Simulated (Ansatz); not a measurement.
# ZrSc3F2: the cost of one run

Method: DFT PBE, scalar-relativistic, plane waves, PAW, in Ansatz 0.2.0.

1 further run of the same task is left out (it didn't finish). Runs told in other sessions of the task aren't counted.

## (1) The system as given

The structure is hexagonal, space group P6/mmm (No. 191). The conventional cell has a = 5.549 Å, b = 5.549 Å, c = 3.379 Å, α = 90.00°, β = 90.00°, γ = 120.00°. Zr (site symmetry 6/mmm) is surrounded by 6 F at 3.20 Å and 12 Sc at 3.25 Å and 2 Zr at 3.38 Å. Sc (site symmetry mmm) has 4 F at 2.33 Å in its first shell of neighbours. Around F (site symmetry -6m2) lie 6 Sc at 2.33 Å and 3 Zr at 3.20 Å.

Coordinates:

```cif
data_structure
_symmetry_space_group_name_H-M 'P 1'
_symmetry_Int_Tables_number 1
_cell_length_a 5.5489
_cell_length_b 5.5489
_cell_length_c 3.3788
_cell_angle_alpha 90.000
_cell_angle_beta 90.000
_cell_angle_gamma 120.000
_cell_volume 90.10
loop_
_atom_site_label
_atom_site_type_symbol
_atom_site_fract_x
_atom_site_fract_y
_atom_site_fract_z
_atom_site_occupancy
Zr1 Zr 0.00000 0.00000 0.00000 1
Sc1 Sc 0.50000 0.00000 0.50000 1
Sc2 Sc 0.50000 0.50000 0.50000 1
Sc3 Sc 0.00000 0.50000 0.50000 1
F1 F 0.33333 0.66667 0.00000 1
F2 F 0.66667 0.33333 0.00000 1
```

The cell is invented: species swapped into a database cell of ScCo3B2 (P6/mmm, No. 191), with Zr on the Sc sites, Sc on the Co sites and F on the B sites. Lengths come from tabulated atomic sizes and are only a guess.

## (2) A first look at the guess

input.yaml reads:

```yaml
crystal:
  lattice:
    - [5.54889269, 0.0, 0.0]
    - [-2.77444634, 4.80548203, 0.0]
    - [0.0, 0.0, 3.37881996]
  atoms:
    - { symbol: Zr, position: [0.0, 0.0, 0.0] }
    - { symbol: Sc, position: [0.5, 0.0, 0.5] }
    - { symbol: Sc, position: [0.5, 0.5, 0.5] }
    - { symbol: Sc, position: [0.0, 0.5, 0.5] }
    - { symbol: F, position: [0.33333333, 0.66666667, 0.0] }
    - { symbol: F, position: [0.66666667, 0.33333333, 0.0] }
basis:
  ecutwfc: 420
kpoints:
  mp_grid: { grid: [6, 6, 6] }
hamiltonian:
  xc: pbe
scf:
  occupations: { method: gaussian, width: 0.1 }
  lower_state_search: "off"
output:
  forces: true
  stress: true
  eigenvalues: true
```

On the command line:

```sh
ansatz run input.yaml --threads 1 --pin off --max-ram 2560MiB --backend cpu --events-out ev --progress --plain --runs-dir out
```

**Question.** How long does this run take on 1 thread of Arm Neoverse V2, shared host, and how much memory does it need?

About 5.3 s, with a peak of 0.39 GiB.
